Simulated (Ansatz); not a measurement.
The system is NbTe.

```
Nb Te
1.0
     3.42570    0.00000    0.00000
     0.00000    3.42570    0.00000
     0.00000    0.00000    3.42570
Nb Te
1 1
Direct
  0.50000 0.50000 0.50000
  0.00000 0.00000 0.00000
```

The cell was built by a generator and needn't be a form met in nature.

| Item | Value |
| --- | --- |
| Program | Ansatz 0.2.0 |
| Task | relaxation of cell and atoms |
| Functional | HSE03 |
| Potentials or basis | Ansatz PAW |
| Cutoff | 420 eV (not typed: the program's choice for these potentials) |
| k mesh | 4 × 4 × 4 |
| Occupations | fermi-dirac, width 0.05 eV |
| Spin | no spin polarisation |

At the start: volume 20.10 Å³/atom.

Problem. How do energy, volume and symmetry change on relaxing?

Solution. It ends after 4 steps and the volume is 19.51 Å³/atom (-3.0 %); space group Pm-3m (No. 221, to 0.05 Å).

Step by step:
```
step  energy change (eV)  largest force (eV/Å)  volume (Å³)
   1              0.0000                0.0000        40.20
   2             -0.0157                0.0000        39.15
   3             -0.0159                0.0000        39.01
   4             -0.0156                0.0000        39.01
```

Final structure:
```
Nb Te
1.0
     3.39160    0.00000    0.00000
     0.00000    3.39160    0.00000
     0.00000    0.00000    3.39160
Nb Te
1 1
Direct
  0.50000 0.50000 0.50000
  0.00000 0.00000 0.00000
```

Caveat: the k mesh is coarse (spacing up to 0.46 Å⁻¹), so the values aren't converged, least of all with exact exchange; the plane-wave basis is chosen anew once the cell has moved, so the energies of steps on either side of that aren't comparable; the PAW data sets come from PBE, with cores solved anew for the run's functional, which leaves a small shift of forces and pressure.
